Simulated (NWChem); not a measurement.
# the pair CH2BrF···CO: a chain of runs

Wanted: a single-point energy (singlet C2H2BrFO, M06-2X/6-31G*), then a single-point energy (singlet CH2BrF, M06-2X/6-31G*), then the energy (singlet CO, M06-2X/6-31G*), then the energy (singlet CH2BrF, M06-2X/6-31G*), then the energy (singlet CO, M06-2X/6-31G*) of C2H2BrFO and its partners. 

The calculation is run with NWChem 7.3.0.

## 1. Starting point

C2H2BrFO: 7 atoms, total charge 0, spin state singlet. The two molecules were placed rigidly side by side, at 0.85 times their contact distance; the pair isn't optimised.

Bond lengths: F1–C2 1.352 Å, C2–Br3 1.935 Å, C6–O7 1.123 Å, C2–H4 1.088 Å, C2–H5 1.088 Å. Angles: F1–C2–Br3 110.7°, F1–C2–H4 109.8°, F1–C2–H5 109.8°, Br3–C2–H4 106.9°, Br3–C2–H5 106.9°, H4–C2–H5 112.8°.

## 2. The energy at M06-2X/6-31G(d) (spherical functions) (run 1)

Contents of a.nw:

```
start a
title "C2H2BrFO"
memory total 2200 mb
geometry units atomic noautosym nocenter noautoz
   F    1.27915561   2.24011914   0.32367229
   C    0.26456166  -0.09822796   0.16039995
   Br  -2.93833515   0.00419519  -1.60044685
   H    1.50743453  -1.32069179  -0.92997202
   H   -0.11281665  -0.82539458   2.04634663
   C   -1.68009881  -2.88744483  -6.39369937
   O    0.41923574  -2.86059182  -6.70726163
end
basis spherical bse
   * library 6-31G*
end
dft
   xc m06-2x
   grid fine
   convergence energy 1e-08
   iterations 100
   mulliken
   print low
end
task dft energy
```

Command:

```sh
$ nwchem a.nw > a.out
```

Standard output:

```text
[...]
 d= 0,ls=0.0,diis     1  -2826.0949188778 -3.12D+03  1.22D-02  1.02D+00     2.4
[...]
 d= 0,ls=0.0,diis    10  -2826.2167311439 -5.15D-09  1.08D-06  1.00D-08    18.9
         Total DFT energy =    -2826.216731143867
      One electron energy =    -4517.718025294147
           Coulomb energy =     1517.645719912897
    Exchange-Corr. energy =     -121.882972968901
 Nuclear repulsion energy =      295.738547206284
[...]
      Total Density - Mulliken Population Analysis
     ---------------------------------------------
    Atom       Charge   Shell Charges
 -----------   ------   -------------------------------------------------------
    1 F    9     9.31   2.00  0.93  3.29  1.03  2.04  0.02
    2 C    6     6.01   2.00  0.68  1.92  0.57  0.76  0.07
    3 Br  35    35.08   2.00  2.00  6.00  2.00  5.99  1.59  3.79  0.38  1.30  7.00  2.88  0.16
    4 H    1     0.80   0.53  0.27
    5 H    1     0.79   0.53  0.26
    6 C    6     5.81   2.00  0.80  1.55  0.97  0.41  0.08
    7 O    8     8.19   2.00  0.94  2.84  0.87  1.50  0.03
[...]
```

Wall time 20 s (1 thread of Intel Xeon Platinum 8559C (Emerald Rapids), shared host); peak memory 0.12 GiB.

## 3. CH2BrF: the energy at M06-2X/6-31G(d) (spherical functions) (run 2)

Contents of ch2brf.nw:

```
start ch2brf
title "CH2BrF"
memory 2200 mb
charge 0

geometry units atomic noautosym nocenter noautoz
   F    1.27915561   2.24011914   0.32367229
   C    0.26456166  -0.09822796   0.16039995
   Br  -2.93833515   0.00419519  -1.60044685
   H    1.50743453  -1.32069179  -0.92997202
   H   -0.11281665  -0.82539458   2.04634663
end

basis spherical bse
   * library 6-31G*
end

dft
   xc m06-2x
   grid fine
   convergence energy 1e-08
   maxiter 100
   mulliken
   print low
end

task dft energy
```

Command:

```sh
$ nwchem ch2brf.nw > ch2brf.out
```

Standard output:

```text
[...]
 d= 0,ls=0.0,diis     1  -2712.8714080789 -2.88D+03  1.40D-02  6.58D-01     1.4
[...]
 d= 0,ls=0.0,diis     9  -2712.9491482841 -2.47D-09  9.27D-07  1.45D-09     9.3
         Total DFT energy =    -2712.949148284124
      One electron energy =    -4104.253756465167
           Coulomb energy =     1333.706304951251
    Exchange-Corr. energy =     -108.001647078572
 Nuclear repulsion energy =      165.599950308363
[...]
      Total Density - Mulliken Population Analysis
     ---------------------------------------------
    Atom       Charge   Shell Charges
 -----------   ------   -------------------------------------------------------
    1 F    9     9.31   2.00  0.93  3.29  1.03  2.04  0.02
    2 C    6     6.01   2.00  0.68  1.93  0.57  0.76  0.07
    3 Br  35    35.09   2.00  2.00  6.00  2.00  5.99  1.58  3.79  0.37  1.31  7.00  2.88  0.16
    4 H    1     0.80   0.53  0.26
    5 H    1     0.80   0.53  0.26
[...]
```

Run time: 9.9 s. Hardware: 1 thread of Intel Xeon Platinum 8559C (Emerald Rapids), shared host; peak memory 0.11 GiB.

## 4. CO: a single-point energy at M06-2X/6-31G(d) (spherical functions) (run 3)

Contents of co.nw:

```
start co
title "CO"
memory 2200 mb
geometry units atomic noautosym nocenter noautoz
 C   -1.68009881  -2.88744483  -6.39369937
 O    0.41923574  -2.86059182  -6.70726163
end
basis spherical bse
 * library 6-31G*
end
dft
 xc m06-2x
 mult 1
 grid fine
 convergence energy 1e-08
 maxiter 100
 mulliken
 print low
end
task dft energy
```

Command:

```sh
$ nwchem co.nw > co.out
```

Standard output:

```text
[...]
 d= 0,ls=0.0,diis     1   -113.2227543845 -1.36D+02  2.49D-02  3.72D-01     0.2
[...]
 d= 0,ls=0.0,diis     7   -113.2690325685 -5.76D-09  1.61D-06  1.98D-09     0.7
         Total DFT energy =     -113.269032568473
      One electron energy =     -198.483196959959
           Coulomb energy =       76.472211456717
    Exchange-Corr. energy =      -13.869772127304
 Nuclear repulsion energy =       22.611725062072
[...]
      Total Density - Mulliken Population Analysis
     ---------------------------------------------
    Atom       Charge   Shell Charges
 -----------   ------   -------------------------------------------------------
    1 C    6     5.82   2.00  0.80  1.56  0.99  0.41  0.08
    2 O    8     8.18   2.00  0.94  2.84  0.87  1.49  0.03
[...]
```

Run time: 1.2 s. Hardware: 1 thread of Intel Xeon Platinum 8559C (Emerald Rapids), shared host; peak memory 0.11 GiB.

## 5. CH2BrF among ghost functions: a single-point energy at M06-2X/6-31G(d) (spherical functions, with ghost functions) (run 4)

Contents of nw.nw:

```
start nw
memory 2200 mb
geometry units bohr noautosym nocenter noautoz
F   1.27915561  2.24011914  0.32367229
C   0.26456166 -0.09822796  0.16039995
Br -2.93833515  0.00419519 -1.60044685
H   1.50743453 -1.32069179 -0.92997202
H  -0.11281665 -0.82539458  2.04634663
bqC     -1.680099    -2.887445    -6.393699
bqO      0.419236    -2.860592    -6.707262
end
basis "ao basis" spherical bse
F library 6-31G*
C library 6-31G*
Br library 6-31G*
H library 6-31G*
bqC library C 6-31G*
bqO library O 6-31G*
end
dft
xc m06-2x
mult 1
grid fine
convergence energy 1e-08
iterations 100
mulliken
print low
end
task dft energy
```

Command:

```sh
$ nwchem nw.nw > nw.out
```

Standard output:

```text
[...]
 d= 0,ls=0.0,diis     1  -2712.8714852976 -2.88D+03  9.79D-03  6.60D-01     2.4
[...]
 d= 0,ls=0.0,diis     9  -2712.9493043800 -2.54D-09  6.56D-07  1.50D-09    16.9
         Total DFT energy =    -2712.949304379958
      One electron energy =    -4104.243452645362
           Coulomb energy =     1333.695146258796
    Exchange-Corr. energy =     -108.000948301756
 Nuclear repulsion energy =      165.599950308363
[...]
      Total Density - Mulliken Population Analysis
     ---------------------------------------------
    Atom       Charge   Shell Charges
 -----------   ------   -------------------------------------------------------
    1 F    9     9.31   2.00  0.93  3.29  1.03  2.04  0.02
    2 C    6     6.02   2.00  0.68  1.92  0.58  0.76  0.07
    3 Br  35    35.09   2.00  2.00  6.00  2.00  5.99  1.59  3.80  0.37  1.31  7.00  2.88  0.16
    4 H    1     0.79   0.53  0.26
    5 H    1     0.80   0.53  0.26
    6 X    0     0.00  -0.00 -0.00 -0.00  0.00 -0.00 -0.00
    7 X    0    -0.00   0.00  0.00 -0.00 -0.00 -0.00 -0.00
[...]
```

It took 17 s on 1 thread of Intel Xeon Platinum 8559C (Emerald Rapids), shared host; peak memory 0.12 GiB.

## 6. CO among ghost functions: a single-point energy at M06-2X/6-31G(d) (spherical functions, with ghost functions) (run 5)

Contents of work.nw:

```
start work
title "CO energy"
memory stack 880 mb heap 220 mb global 1100 mb
charge 0

geometry noautosym nocenter noautoz
C       -0.889070      -1.527970      -3.383400
O        0.221850      -1.513760      -3.549330
bqF      0.676900     1.185420     0.171280
bqC      0.140000    -0.051980     0.084880
bqBr    -1.554900     0.002220    -0.846920
bqH      0.797700    -0.698880    -0.492120
bqH     -0.059700    -0.436780     1.082880
end

basis spherical bse
C library 6-31G*
O library 6-31G*
bqF library F 6-31G*
bqC library C 6-31G*
bqBr library Br 6-31G*
bqH library H 6-31G*
end

dft
xc m06-2x
mult 1
grid fine
convergence energy 1e-08
iterations 100
mulliken
print low
end

task dft
```

Command:

```sh
$ nwchem work.nw > work.out
```

Standard output:

```text
[...]
 d= 0,ls=0.0,diis     1   -113.2237068494 -1.36D+02  7.57D-03  3.74D-01     1.7
[...]
 d= 0,ls=0.0,diis     7   -113.2702680197 -6.34D-09  4.95D-07  2.11D-09    11.0
         Total DFT energy =     -113.270268019687
      One electron energy =     -198.454811773536
           Coulomb energy =       76.438190289460
    Exchange-Corr. energy =      -13.865373270554
 Nuclear repulsion energy =       22.611726734943
[...]
      Total Density - Mulliken Population Analysis
     ---------------------------------------------
    Atom       Charge   Shell Charges
 -----------   ------   -------------------------------------------------------
    1 C    6     5.80   2.00  0.80  1.56  0.97  0.40  0.08
    2 O    8     8.18   2.00  0.94  2.84  0.87  1.49  0.03
    3 X    0     0.00  -0.00 -0.00 -0.00  0.00  0.00 -0.00
    4 X    0    -0.00   0.00  0.00 -0.00 -0.00 -0.00 -0.00
    5 X    0     0.02  -0.00 -0.00 -0.00 -0.00  0.00 -0.00 -0.00  0.01  0.01  0.00 -0.00  0.00
    6 X    0     0.00  -0.00  0.00
    7 X    0     0.00   0.00  0.00
[...]
```

Wall time 12 s (1 thread of Intel Xeon Platinum 8559C (Emerald Rapids), shared host); peak memory 0.12 GiB.

## 7. Results

| quantity | value |
| --- | --- |
| run 1, M06-2X/6-31G*: total energy | -2826.21673 Eh |
| CH2BrF: total energy | -2712.94915 Eh |
| CO: total energy | -113.26903 Eh |
| CH2BrF among ghost functions: total energy | -2712.94930 Eh |
| CO among ghost functions: total energy | -113.27027 Eh |
| interaction energy of the rigid parts CH2BrF and CO (parts in their own basis; closest atoms 3.04 Å apart) | 0.039 eV |
| interaction energy of the rigid parts CH2BrF and CO (parts in the whole basis, counterpoise; closest atoms 3.04 Å apart) | 0.077 eV |

In words: The interaction energy of the rigid parts CH2BrF and CO (parts in their own basis; closest atoms 3.04 Å apart) is 0.04 eV (0.9 kcal/mol): the parts repel at this shape. Without counterpoise this holds the superposition error of the basis. The interaction energy of the rigid parts CH2BrF and CO (parts in the whole basis, counterpoise; closest atoms 3.04 Å apart) is 0.08 eV (1.8 kcal/mol): the parts repel at this shape. The basis-set superposition error is 3.7 kJ/mol.
